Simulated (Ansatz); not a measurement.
# TaN: a line through a two-coordinate scan

One line of a two-coordinate grid on TaN (P-6m2, No. 187; 2 atoms in the cell): lattice constant a (and b) is varied, at lattice constant c = 2.799 Å.

Computed with Ansatz 0.2.0 (DFT PBEsol, scalar-relativistic, plane waves, PAW, unless a step's input says otherwise).

## Step 1: The starting structure

The structure is hexagonal, space group P-6m2 (No. 187). The conventional cell has a = 2.924 Å, b = 2.924 Å, c = 2.871 Å, α = 90.00°, β = 90.00°, γ = 120.00°. Ta (site symmetry -6m2) has 6 N at 2.22 Å as nearest neighbours. Around N (site symmetry -6m2) lie 6 Ta at 2.22 Å.

As a file:

```
CELL_PARAMETERS angstrom
2.92404 0.00000 0.00000
-1.46202 2.53229 0.00000
0.00000 0.00000 2.87074
ATOMIC_POSITIONS crystal
Ta 0.33333 0.66667 0.50000
N 0.00000 0.00000 0.00000
```

It is the result of an earlier relaxation at this level (volume 10.63 Å³/atom; gap on the mesh: none (metal)).

## Step 2: What is varied

The energy is mapped over the lattice constants a and c of the conventional cell.

First coordinate, lattice constant a (and b): 9 values from 2.778 to 3.070 Å. Second coordinate, lattice constant c: 9 values from 2.727 to 3.014 Å.

Nothing else is relaxed (symmetry fixes all fractional coordinates). Energies count from the relaxed crystal. Points are written as (first, second).

## Step 3: Point (2.778 Å, 2.799 Å)

Input file input.yaml:

```yaml
crystal:
  lattice:
    - [2.7778, 0.0, 0.0]
    - [-1.3889, 2.4056453666, 0.0]
    - [0.0, 0.0, 2.799]
  atoms:
    - { symbol: Ta, position: [0.3333333333, 0.6666666667, 0.5] }
    - { symbol: "N", position: [0.0, 0.0, 0.0] }
basis:
  ecutwfc: 520.0
kpoints:
  mp_grid: { grid: [18, 18, 16] }
hamiltonian:
  xc: pbesol
scf:
  occupations: { method: gaussian, width: 0.15 }
output:
  forces: true
  stress: true
  eigenvalues: true
  write_density: true
  write_potential: true
  elf: true
  volumetric_format: npy
```

On the command line:

```
$ ansatz run input.yaml --threads 1 --pin off --max-ram 2048MiB --backend cpu --events-out ev --progress --plain --runs-dir out
```

Output, shortened:

```text
Warning: RAYON_NUM_THREADS=1 ignored (pool sized by the plan → 1); use --threads N
[...]
Pseudopotentials: kind: paw
Pseudopotential: Ta, paw, valence charge 13, recommended cutoff 420 eV (normal), Ta.paw.azcp
Pseudopotential: N, paw, valence charge 5, recommended cutoff 420 eV (normal), N.paw.azcp
Functional definition: PBEsol
[...]
Crystal: 2 atoms, lattice volume = 18.704 Å³
Basis set: ecut = 520 eV, 527 PW (Γ), exchange–correlation on 48×48×48 points (8 copies of the dense FFT grid, shifted against one another)
Bands: 13, of which v1, the nominal top of the filled ones, is band 9 counted from 1 (8 counted from 0)
Symmetry: 12 space group operations
Space group: P-6m2 (ITA 187), of the structure as read, at distance tolerance 2.7e-5 Å
k-points: 333 of 5184 (time reversal used)
[...]
SCF iter   1: F=—  HF=-10187.227830 eV  |F-HF|=—  |Δ(HF+E_count)|=         —  Δρ=2.21e-2  dr2=8.74e-2  ethr=1.77e-3  ⟨swp⟩=5.5  Hψ=22072  notcnv=0
[...]
SCF iter   6: F=-10187.206582 eV  HF=-10187.206582 eV  |F-HF|=1.31e-10  |Δ(HF+E_count)|=   8.88e-9  Δρ=3.17e-6  dr2=4.63e-10  ethr=1.40e-10  ⟨swp⟩=6.8  Hψ=27799  notcnv=0
[...]
SCF converged after 6 iterations
Free energy (F): -10187.206582 eV
[...]
E sigma→0 (E₀):  -10187.206156 eV
Entropy (-TS):   -0.000852 eV (-0.426 meV/atom)
Fermi energy:    23.372188 eV
[...]
--- Forces (eV/Å), atoms counted from 1 ---
  atom   1  Ta     0.00000000    -0.00000000     0.00000000
  atom   2  N     -0.00000000    -0.00000000     0.00000000
[...]
--- Stress (GPa, compression-positive) ---
       65.016522       0.000000      -0.000000
        0.000000      65.016522       0.000000
       -0.000000       0.000000      50.570898
  P = ⅓ Tr σ = 60.2013 GPa (602.013 kbar)
--- Band table (eV; the first three rows and the last of 333) ---
  k-point 0: bands = ["-44.6171", "-11.0254", "-10.5262", "-10.5262", "4.6562", "18.4164", "18.4283", "18.4283", "20.2102", "26.9583", "27.5190", "27.5190", "28.2157"]
[...]
```

Run time: 3.9 s. Hardware: 1 thread of AMD EPYC 9R45 (Zen 5), shared host; peak memory 0.44 GiB.

Density in the ac plane at y = 0.667 (fractional), which holds Ta.

Ten even steps from '0' (0.33 e/Å³) to '9' (4.47 e/Å³):
```
000000000000000000000000
000000000000000000000000
000000001000000000000000
000011222221100000000000
001123455543210000000000
011345778775431100000000
013468999998643100000000
124689999999864210000000
135789988899975310000000
135799877799975310000000
135789988899975310000000
124689999999864210000000
013468999998643100000000
011345778775431100000000
001123455543210000000000
000011222221100000000000
000000001000000000000000
000000000000000000000000
000000000000000000000000
000000000000000000011100
```
Columns run along a and rows up along c, over one cell in 24 and 20 even steps from the bottom left corner. Atoms in the plane (fractional): Ta at (0.33, 0.50).

ELF in the same plane.

Ten even steps from ' ' (0.04) to '@' (0.74):
```
##**++==--::::::::::::::::--==**##%%%%@@@@@@%%%%
**++==--::::::::::::::::::::--++**##%%%%%%%%%%##
++--::::::::--------::::....::--==**##########**
--::..::--==++**##**++==--::..::--==++******++==
::::::--++##%%@@@@@@%%##++--::..::--====++====--
..::--++##@@@@@@@@@@@@%%##++--::..::::------::::
::==**##%%@@%%%%%%%%@@@@@@##**--::::::------::::
--++##%%%%%%**++==++**%%@@%%##++--::::------::::
==**%%@@%%**==::..::==**@@@@%%**==::::------::--
==##%%@@%%++--      ::++%%@@@@##++----------::--
==**%%@@%%**==::..::==**@@@@%%**==::::------::--
--++##%%%%%%**++==++**%%@@%%##++--::::------::::
::==**##%%@@%%%%%%%%@@@@@@##**--::::::------::::
..::--++##@@@@@@@@@@@@%%##++--::..::::------::::
::::::--++##%%@@@@@@%%##++--::..::--====++====--
--::..::--==++**##**++==--::..::--==++******++==
++--::::::::--------::::....::--==**##########**
**++==--::::::::::::::::::::--++**##%%%%%%%%%%##
##**++==--::::::::::::::::--==**##%%%%@@@@@@%%%%
##**++==------::::::::----==++**##%%@@@@@@@@@@%%
```
Columns run along a and rows up along c, over one cell in 24 and 20 even steps from the bottom left corner. Atoms in the plane (fractional): Ta at (0.33, 0.50).

Both are smooth fields of the valence electrons: close to the nuclei they are not physical.

Outside the cores ELF peaks at 0.83 in the shell around N, 0.7 Å from N; 0.77 between the atoms, 1.5 Å from Ta.

That is 221 meV/atom from the zero.

## Step 4: Point (2.814 Å, 2.799 Å)

Edit input.yaml of step 3 so:

```diff
@@ -2,4 +2,4 @@
   lattice:
-    - [2.7778, 0.0, 0.0]
-    - [-1.3889, 2.4056453666, 0.0]
+    - [2.8144, 0.0, 0.0]
+    - [-1.4072, 2.4373418964, 0.0]
     - [0.0, 0.0, 2.799]
@@ -20,5 +20 @@
   eigenvalues: true
-  write_density: true
-  write_potential: true
-  elf: true
-  volumetric_format: npy
```

On the command line:

```
$ ansatz run input.yaml --threads 1 --pin off --max-ram 2048MiB --backend cpu --events-out ev --progress --plain --runs-dir out
```

Output, shortened:

```text
Warning: RAYON_NUM_THREADS=1 ignored (pool sized by the plan → 1); use --threads N
[...]
[... 4 set-up lines as earlier in the session ...]
[...]
Crystal: 2 atoms, lattice volume = 19.200 Å³
Basis set: ecut = 520 eV, 527 PW (Γ), exchange–correlation on 48×48×48 points (8 copies of the dense FFT grid, shifted against one another)
Bands: 13, of which v1, the nominal top of the filled ones, is band 9 counted from 1 (8 counted from 0)
[... 2 set-up lines as earlier in the session ...]
k-points: 333 of 5184 (time reversal used)
[...]
the search or the solves at the SCF's close seem to have found levels that the self-consistency loop had missed (the run counts 2). By its estimate they hold under 1e-12 electrons; where the run keeps them, the occupations were computed again with them
[...]
SCF converged after 6 iterations
Free energy (F): -10187.379724 eV
[...]
E sigma→0 (E₀):  -10187.379333 eV
Entropy (-TS):   -0.000783 eV (-0.391 meV/atom)
Fermi energy:    22.727156 eV
[...]
--- Forces (eV/Å), atoms counted from 1 ---
  atom   1  Ta    -0.00000000     0.00000000     0.00000000
  atom   2  N      0.00000000     0.00000000     0.00000000
[...]
--- Stress (GPa, compression-positive) ---
       47.177118       0.000000       0.000000
        0.000000      47.177118       0.000000
        0.000000       0.000000      42.278330
  P = ⅓ Tr σ = 45.5442 GPa (455.442 kbar)
--- Band table (eV; the first three rows and the last of 333) ---
  k-point 0: bands = ["-45.3146", "-11.6877", "-11.2849", "-11.2849", "4.1976", "17.7886", "17.7886", "17.9472", "19.6595", "25.9768", "26.8306", "26.8306", "27.4291"]
[...]
```

Run time: 4 s. Hardware: 1 thread of AMD EPYC 9R45 (Zen 5), shared host; peak memory 0.48 GiB.

Energy on the map's scale: 135 meV/atom.

## Step 5: Grid point (2.851 Å, 2.799 Å)

Edit input.yaml of step 4 so:

```diff
@@ -2,4 +2,4 @@
   lattice:
-    - [2.8144, 0.0, 0.0]
-    - [-1.4072, 2.4373418964, 0.0]
+    - [2.8509, 0.0, 0.0]
+    - [-1.42545, 2.4689518237, 0.0]
     - [0.0, 0.0, 2.799]
```

On the command line:

```
$ ansatz run input.yaml --threads 1 --pin off --max-ram 2048MiB --backend cpu --events-out ev --progress --plain --runs-dir out
```

Output, shortened:

```text
Warning: RAYON_NUM_THREADS=1 ignored (pool sized by the plan → 1); use --threads N
[...]
[... 4 set-up lines as earlier in the session ...]
[...]
Crystal: 2 atoms, lattice volume = 19.701 Å³
Basis set: ecut = 520 eV, 539 PW (Γ), exchange–correlation on 48×48×48 points (8 copies of the dense FFT grid, shifted against one another)
Bands: 13, of which v1, the nominal top of the filled ones, is band 9 counted from 1 (8 counted from 0)
[... 2 set-up lines as earlier in the session ...]
k-points: 333 of 5184 (time reversal used)
[...]
SCF iter   1: F=—  HF=-10187.519250 eV  |F-HF|=—  |Δ(HF+E_count)|=         —  Δρ=2.01e-2  dr2=7.69e-2  ethr=1.77e-3  ⟨swp⟩=5.4  Hψ=21736  notcnv=0
[...]
SCF iter   6: F=-10187.501900 eV  HF=-10187.501900 eV  |F-HF|=2.24e-10  |Δ(HF+E_count)|=   1.04e-8  Δρ=3.18e-6  dr2=4.56e-10  ethr=1.41e-10  ⟨swp⟩=2.8  Hψ=16968  notcnv=0
[...]
SCF converged after 6 iterations
Free energy (F): -10187.501900 eV
[...]
E sigma→0 (E₀):  -10187.501523 eV
Entropy (-TS):   -0.000753 eV (-0.377 meV/atom)
Fermi energy:    22.111273 eV
[...]
--- Forces (eV/Å), atoms counted from 1 ---
  atom   1  Ta    -0.00000000     0.00000000     0.00000000
  atom   2  N      0.00000000     0.00000000     0.00000000
[...]
--- Stress (GPa, compression-positive) ---
       31.259934       0.000000       0.000000
       -0.000000      31.259934       0.000000
        0.000000       0.000000      35.042346
  P = ⅓ Tr σ = 32.5207 GPa (325.207 kbar)
--- Band table (eV; the first three rows and the last of 333) ---
  k-point 0: bands = ["-45.9928", "-12.3326", "-12.0154", "-12.0154", "3.7589", "17.1764", "17.1764", "17.4921", "19.1373", "25.0355", "26.1638", "26.1638", "26.6746"]
[...]
```

Wall time 2.9 s (1 thread of AMD EPYC 9R45 (Zen 5), shared host); peak memory 0.46 GiB.

That is 74 meV/atom from the zero.

## Step 6: Grid point (2.888 Å, 2.799 Å)

Edit input.yaml of step 5 so:

```diff
@@ -2,4 +2,4 @@
   lattice:
-    - [2.8509, 0.0, 0.0]
-    - [-1.42545, 2.4689518237, 0.0]
+    - [2.8875, 0.0, 0.0]
+    - [-1.44375, 2.5006483534, 0.0]
     - [0.0, 0.0, 2.799]
```

On the command line:

```
$ ansatz run input.yaml --threads 1 --pin off --max-ram 2048MiB --backend cpu --events-out ev --progress --plain --runs-dir out
```

Output, shortened:

```text
[...]
SCF converged after 6 iterations
Free energy (F): -10187.578120 eV
[...]
E sigma→0 (E₀):  -10187.577739 eV
Entropy (-TS):   -0.000761 eV (-0.380 meV/atom)
Fermi energy:    21.517538 eV
[...]
--- Forces (eV/Å), atoms counted from 1 ---
  atom   1  Ta     0.00000000     0.00000000     0.00000000
  atom   2  N      0.00000000     0.00000000     0.00000000
[...]
--- Stress (GPa, compression-positive) ---
       17.018961       0.000000      -0.000000
        0.000000      17.018961      -0.000000
       -0.000000      -0.000000      28.703404
  P = ⅓ Tr σ = 20.9138 GPa (209.138 kbar)
--- Band table (eV; the first three rows and the last of 333) ---
  k-point 0: bands = ["-46.6554", "-12.9635", "-12.7227", "-12.7227", "3.3369", "16.5871", "16.5871", "17.0473", "18.6389", "24.1279", "25.5140", "25.5140", "25.9466"]
[...]
```

Run time: 2.9 s. Hardware: 1 thread of AMD EPYC 9R45 (Zen 5), shared host; peak memory 0.48 GiB.

That is 36 meV/atom from the zero.

## Step 7: Point (2.924 Å, 2.799 Å)

Edit input.yaml of step 6 so:

```diff
@@ -2,4 +2,4 @@
   lattice:
-    - [2.8875, 0.0, 0.0]
-    - [-1.44375, 2.5006483534, 0.0]
+    - [2.9240351141, 0.0, 0.0]
+    - [-1.462017557, 2.5322886904, 0.0]
     - [0.0, 0.0, 2.799]
```

On the command line:

```
$ ansatz run input.yaml --threads 1 --pin off --max-ram 2048MiB --backend cpu --events-out ev --progress --plain --runs-dir out
```

Output, shortened:

```text
[...]
SCF converged after 6 iterations
Free energy (F): -10187.612037 eV
[...]
E sigma→0 (E₀):  -10187.611639 eV
Entropy (-TS):   -0.000797 eV (-0.399 meV/atom)
Fermi energy:    20.945207 eV
[...]
--- Forces (eV/Å), atoms counted from 1 ---
  atom   1  Ta     0.00000000     0.00000000     0.00000000
  atom   2  N      0.00000000     0.00000000     0.00000000
[...]
--- Stress (GPa, compression-positive) ---
        4.375383       0.000000      -0.000000
        0.000000       4.375383       0.000000
       -0.000000       0.000000      23.182964
  P = ⅓ Tr σ = 10.6446 GPa (106.446 kbar)
--- Band table (eV; the first three rows and the last of 333) ---
  k-point 0: bands = ["-47.2994", "-13.5773", "-13.4049", "-13.4049", "2.9326", "16.0220", "16.0220", "16.6136", "18.1648", "23.2570", "24.8830", "24.8830", "25.2470"]
[...]
```

Run time: 3 s. Hardware: 1 thread of AMD EPYC 9R45 (Zen 5), shared host; peak memory 0.46 GiB.

On the map this point reads 19 meV/atom.

## Step 8: The run at (2.997 Å, 2.799 Å)

Edit input.yaml of step 7 so:

```diff
@@ -2,4 +2,4 @@
   lattice:
-    - [2.9240351141, 0.0, 0.0]
-    - [-1.462017557, 2.5322886904, 0.0]
+    - [2.9971, 0.0, 0.0]
+    - [-1.49855, 2.5955647377, 0.0]
     - [0.0, 0.0, 2.799]
```

On the command line:

```
$ ansatz run input.yaml --threads 1 --pin off --max-ram 2048MiB --backend cpu --events-out ev --progress --plain --runs-dir out
```

Output, shortened:

```text
[...]
SCF converged after 6 iterations
Free energy (F): -10187.568463 eV
[...]
E sigma→0 (E₀):  -10187.568012 eV
Entropy (-TS):   -0.000902 eV (-0.451 meV/atom)
Fermi energy:    19.853932 eV
[...]
--- Forces (eV/Å), atoms counted from 1 ---
  atom   1  Ta     0.00000000     0.00000000     0.00000000
  atom   2  N      0.00000000     0.00000000     0.00000000
[...]
--- Stress (GPa, compression-positive) ---
      -16.729995       0.000000       0.000000
        0.000000     -16.729995       0.000000
        0.000000       0.000000      14.188384
  P = ⅓ Tr σ = -6.4239 GPa (-64.239 kbar)
--- Band table (eV; the first three rows and the last of 333) ---
  k-point 0: bands = ["-48.5356", "-14.7575", "-14.7017", "-14.7017", "2.1712", "14.9573", "14.9573", "15.7726", "17.2804", "21.6160", "23.6711", "23.6711", "23.9237"]
[...]
```

Wall time 4.1 s (1 thread of AMD EPYC 9R45 (Zen 5), shared host); peak memory 0.5 GiB.

On the map this point reads 41 meV/atom.

## Step 9: The run at (3.034 Å, 2.799 Å)

Edit input.yaml of step 8 so:

```diff
@@ -2,4 +2,4 @@
   lattice:
-    - [2.9971, 0.0, 0.0]
-    - [-1.49855, 2.5955647377, 0.0]
+    - [3.0337, 0.0, 0.0]
+    - [-1.51685, 2.6272612675, 0.0]
     - [0.0, 0.0, 2.799]
```

On the command line:

```
$ ansatz run input.yaml --threads 1 --pin off --max-ram 2048MiB --backend cpu --events-out ev --progress --plain --runs-dir out
```

Output, shortened:

```text
[...]
SCF converged after 6 iterations
Free energy (F): -10187.497682 eV
[...]
E sigma→0 (E₀):  -10187.497204 eV
Entropy (-TS):   -0.000957 eV (-0.479 meV/atom)
Fermi energy:    19.331195 eV
[...]
--- Forces (eV/Å), atoms counted from 1 ---
  atom   1  Ta     0.00000000     0.00000000     0.00000000
  atom   2  N      0.00000000     0.00000000     0.00000000
[...]
--- Stress (GPa, compression-positive) ---
      -25.452304       0.000000       0.000000
        0.000000     -25.452304       0.000000
        0.000000       0.000000      10.552372
  P = ⅓ Tr σ = -13.4507 GPa (-134.507 kbar)
--- Band table (eV; the first three rows and the last of 333) ---
  k-point 0: bands = ["-49.1293", "-15.3251", "-15.3194", "-15.3194", "1.8118", "14.4547", "14.4547", "15.3628", "16.8665", "20.8422", "23.0876", "23.0876", "23.2966"]
[...]
```

Wall time 4 s (1 thread of AMD EPYC 9R45 (Zen 5), shared host); peak memory 0.51 GiB.

On the map this point reads 76 meV/atom.

## Step 10: Grid point (3.070 Å, 2.799 Å)

Edit input.yaml of step 9 so:

```diff
@@ -2,4 +2,4 @@
   lattice:
-    - [3.0337, 0.0, 0.0]
-    - [-1.51685, 2.6272612675, 0.0]
+    - [3.0702, 0.0, 0.0]
+    - [-1.5351, 2.6588711947, 0.0]
     - [0.0, 0.0, 2.799]
```

On the command line:

```
$ ansatz run input.yaml --threads 1 --pin off --max-ram 2048MiB --backend cpu --events-out ev --progress --plain --runs-dir out
```

Output, shortened:

```text
[...]
SCF converged after 6 iterations
Free energy (F): -10187.398738 eV
[...]
E sigma→0 (E₀):  -10187.398223 eV
Entropy (-TS):   -0.001030 eV (-0.515 meV/atom)
Fermi energy:    18.824865 eV
[...]
--- Forces (eV/Å), atoms counted from 1 ---
  atom   1  Ta     0.00000000    -0.00000000     0.00000000
  atom   2  N      0.00000000    -0.00000000     0.00000000
[...]
--- Stress (GPa, compression-positive) ---
      -33.067985       0.000000      -0.000000
        0.000000     -33.067985      -0.000000
       -0.000000      -0.000000       7.414834
  P = ⅓ Tr σ = -19.5737 GPa (-195.737 kbar)
--- Band table (eV; the first three rows and the last of 333) ---
  k-point 0: bands = ["-49.7048", "-15.9155", "-15.9155", "-15.8756", "1.4669", "13.9725", "13.9725", "14.9608", "16.4714", "20.1012", "22.5203", "22.5203", "22.6934"]
[...]
```

Run time: 3.1 s. Hardware: 1 thread of AMD EPYC 9R45 (Zen 5), shared host; peak memory 0.5 GiB.

Energy on the map's scale: 125 meV/atom.

## Step 11: What came out

| lattice constant a (and b) (Å) | step | energy (meV/atom) | slope (meV/atom per Å) | pressure (GPa) |
| --- | --- | --- | --- | --- |
| 2.778 | 3 | 221 | −2732 | 60 |
| 2.814 | 4 | 135 | −2009 | 46 |
| 2.851 | 5 | 74 | −1348 | 33 |
| 2.888 | 6 | 36 | −743 | 21 |
| 2.924 | 7 | 19 | −194 | 11 |
| 2.961 | – | 21 | 306 | 2 |
| 2.997 | 8 | 41 | 759 | −6 |
| 3.034 | 9 | 76 | 1168 | −13 |
| 3.070 | 10 | 125 | 1536 | −20 |

Energies count from the relaxed crystal. Rows without a step come from runs not printed here or follow by symmetry. Slopes come from the forces (and the stress, where the cell changes), not from differences of energies.

What this shows: The lowest point of the line is at 2.924 Å, 19 meV/atom from the zero. A fit to energies and slopes at the lowest point and its two neighbours puts the minimum at 2.9378 Å, with a curvature of about 14000 meV/atom per Å². The highest point computed, at 2.778 Å, lies 203 meV/atom above the lowest. This is one cut through a surface in two coordinates; the map's lowest point lies off it. The runs treat Ta without spin-orbit coupling.
